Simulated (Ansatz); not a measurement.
NaLaMnMoO6:

```
Na La Mn Mo O
1.0
    -2.72294    2.72294    3.89889
     2.72294   -2.72294    3.89889
     2.72294    2.72294   -3.89889
Na La Mn Mo O
1 1 1 1 6
Direct
  0.25000 0.75000 0.50000
  0.75000 0.25000 0.50000
  0.50000 0.50000 0.00000
  0.00000 0.00000 0.00000
  0.20766 0.29607 0.50371
  0.29605 0.79234 0.08841
  0.79236 0.70395 0.49629
  0.70393 0.20764 0.91159
  0.25194 0.25194 0.00000
  0.74806 0.74806 0.00000
```

The cell was built by a generator and needn't be a form met in nature.

Base run:

| Item | Value |
| --- | --- |
| Program | Ansatz 0.2.0 |
| Functional | revPBE |
| Potentials or basis | Ansatz PAW |
| Cutoff | 420 eV |
| Density cutoff | 1680 eV |
| k mesh | 7 × 7 × 7 |
| Occupations | fermi-dirac, width 0.05 eV |
| Spin | collinear spin, ferromagnetic start |
| Starting moments | [0.0, 0.0, 4.0, 1.0, 0.0, 0.0, 0.0, 0.0, 0.0, 0.0] μB |

Its results: band gap on the k mesh none (metal or under the smearing width); pressure 3.9 GPa; net moment 2.02 μB per cell; site moments Na +0.00; La -0.01; Mn +2.30; Mo -0.38; O +0.01 μB; largest force 0.124 eV/Å.

**Question.** The run is repeated on the same cell with these changes: functional from revPBE to PBEsol. What comes out?

**Answer.** Band gap on the k mesh none (metal or under the smearing width); pressure -6.3 GPa; net moment 2.05 μB per cell; site moments Na +0.00; La -0.01; Mn +2.24; Mo -0.33; O +0.01 μB; largest force 0.160 eV/Å.

PBEsol binds more tightly than revPBE, so the same cell stands under less pressure.

Caveats: a cell with one magnetic atom can't hold antiferromagnetic order, which such compounds often take; semilocal functionals often make such compounds metallic where correlation or magnetic order opens a gap, which also shifts bond lengths; the PAW data sets come from PBE, with cores solved anew for the run's functional, which leaves a small shift of forces and pressure; the potentials were made for another functional, which shifts forces and pressure (some runs).

Not every run made on this cell is shown here.
